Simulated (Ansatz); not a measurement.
# F2H5NO2Si2: one species, many methods

The task here is to estimate one member of a computed series from the others.

The runs use Ansatz 0.2.0, Gaussian basis; functionals in def2-TZVPP, the program's frozen cores in correlated methods.

Levels to be run: PBE-D4, r2SCAN-D4, PBE0-D4, B3LYP-D4, ωB97X-V, ωB97M-V, B2PLYP; CCSD(T)/def2-TZVPP; MP2/def2-QZVPP; extrapolation to the limit.

## Structure used throughout

The geometry comes from an earlier relaxation with PBE0-D4 in a triple-zeta def2 set; it is a stationary point, not always the lowest conformer.

SMILES `O[SiH2]N[Si](O)(F)F`, 12 atoms, charge 0, spin multiplicity 1.

Atoms are counted from 1 here; the program's logs count them from 0.

Bond lengths: O1–Si2 1.634 Å, O1–H8 0.963 Å, Si2–N3 1.739 Å, Si2–H9 1.482 Å, Si2–H10 1.487 Å, N3–Si4 1.682 Å, N3–H11 1.011 Å, Si4–O5 1.629 Å, Si4–F6 1.585 Å, Si4–F7 1.582 Å, O5–H12 0.959 Å. Angles: Si2–O1–H8 116.1°, O1–Si2–N3 108.2°, O1–Si2–H9 106.4°, O1–Si2–H10 113.8°, N3–Si2–H9 112.8°, N3–Si2–H10 106.7°, H9–Si2–H10 109.0°, Si2–N3–Si4 129.2°, Si2–N3–H11 115.8°, Si4–N3–H11 114.8°, N3–Si4–O5 109.0°, N3–Si4–F6 115.1°, N3–Si4–F7 108.7°, O5–Si4–F6 107.3°, O5–Si4–F7 111.8°, F6–Si4–F7 104.9°, Si4–O5–H12 117.7°.

As a file:

```mol
F2H5NO2Si2
  3D, bonds by distance, orders not assigned

 12 11  0  0  0  0  0  0  0  0999 V2000
   -1.1580    1.6525   -0.3321 O   0  0
   -1.3031    0.2189   -1.1026 Si  0  0
   -0.0528   -0.8411   -0.5209 N   0  0
    0.9435   -0.6738    0.8234 Si  0  0
    1.3493    0.8947    0.9916 O   0  0
    0.3066   -1.1468    2.1958 F   0  0
    2.2176   -1.5918    0.6286 F   0  0
   -0.2678    1.9002   -0.0618 H   0  0
   -2.6651   -0.2814   -0.8032 H   0  0
   -1.1341    0.3106   -2.5773 H   0  0
    0.1550   -1.6393   -1.1057 H   0  0
    1.6088    1.1972    1.8641 H   0  0
  1  2  8  0
  2  3  8  0
  3  4  8  0
  4  5  8  0
  4  6  8  0
  4  7  8  0
  1  8  8  0
  2  9  8  0
  2 10  8  0
  3 11  8  0
  5 12  8  0
M  END
```

The first run:

in.yaml reads:

```yaml
crystal:
  periodic: [false, false, false]
  atoms:
    - {symbol: O, position_ang: [-1.157968, 1.652547, -0.332108]}
    - {symbol: Si, position_ang: [-1.303077, 0.218945, -1.102650]}
    - {symbol: N, position_ang: [-0.052846, -0.841104, -0.520924]}
    - {symbol: Si, position_ang: [0.943476, -0.673849, 0.823419]}
    - {symbol: O, position_ang: [1.349287, 0.894730, 0.991634]}
    - {symbol: F, position_ang: [0.306649, -1.146804, 2.195839]}
    - {symbol: F, position_ang: [2.217638, -1.591790, 0.628642]}
    - {symbol: H, position_ang: [-0.267766, 1.900248, -0.061777]}
    - {symbol: H, position_ang: [-2.665099, -0.281449, -0.803188]}
    - {symbol: H, position_ang: [-1.134060, 0.310585, -2.577267]}
    - {symbol: H, position_ang: [0.155010, -1.639271, -1.105709]}
    - {symbol: H, position_ang: [1.608755, 1.197202, 1.864080]}
basis:
  gaussian: {orbitals: def2-TZVPP}
hamiltonian: {xc: pbe, dispersion: d4}
output: {forces: true, orbitals: {seedname: orbitals}}
```

Command:

```
$ ansatz run in.yaml --threads 2 --pin off --events-out ev --progress --plain --max-ram 22528MiB --backend cuda --devices 0, --max-vram 18GiB
```

Steps of the session up to this table: PBE-D4 (GGA); r2SCAN-D4 (meta-GGA); PBE0-D4 (hybrid); B3LYP-D4 (hybrid); ωB97X-V (range-separated); ωB97M-V (range-separated); B2PLYP (double hybrid); CCSD(T) in def2-TZVPP; MP2 in def2-QZVPP.

One of the session's tables, all rows but one given; the rest of the session is left out.

```
            method  atomisation energy (kcal/mol)
            PBE-D4                         1165.6
         r2SCAN-D4                              ?
           PBE0-D4                         1139.8
          B3LYP-D4                         1150.5
           ωB97X-V                         1160.7
           ωB97M-V                         1161.2
            B2PLYP                         1143.7
     HF/def2-TZVPP                          827.8
    MP2/def2-TZVPP                         1161.5
   CCSD/def2-TZVPP                         1108.4
CCSD(T)/def2-TZVPP                         1125.9
           MP2/CBS                         1200.7
       CCSD(T)/CBS                         1165.1
```

Q: Estimate the row for r2SCAN-D4 from the others.

**Answer.** atomisation energy (kcal/mol): 1155.5. In the column «atomisation energy (kcal/mol)» it lies between B3LYP-D4 (1150.5) and ωB97X-V (1160.7).

Limits of these values: Free atoms (2 O, 2 Si, 1 N, 2 F, 5 H) were run apart at each level; the atomisation energy is their sum less the molecule, without zero-point or spin-orbit terms.
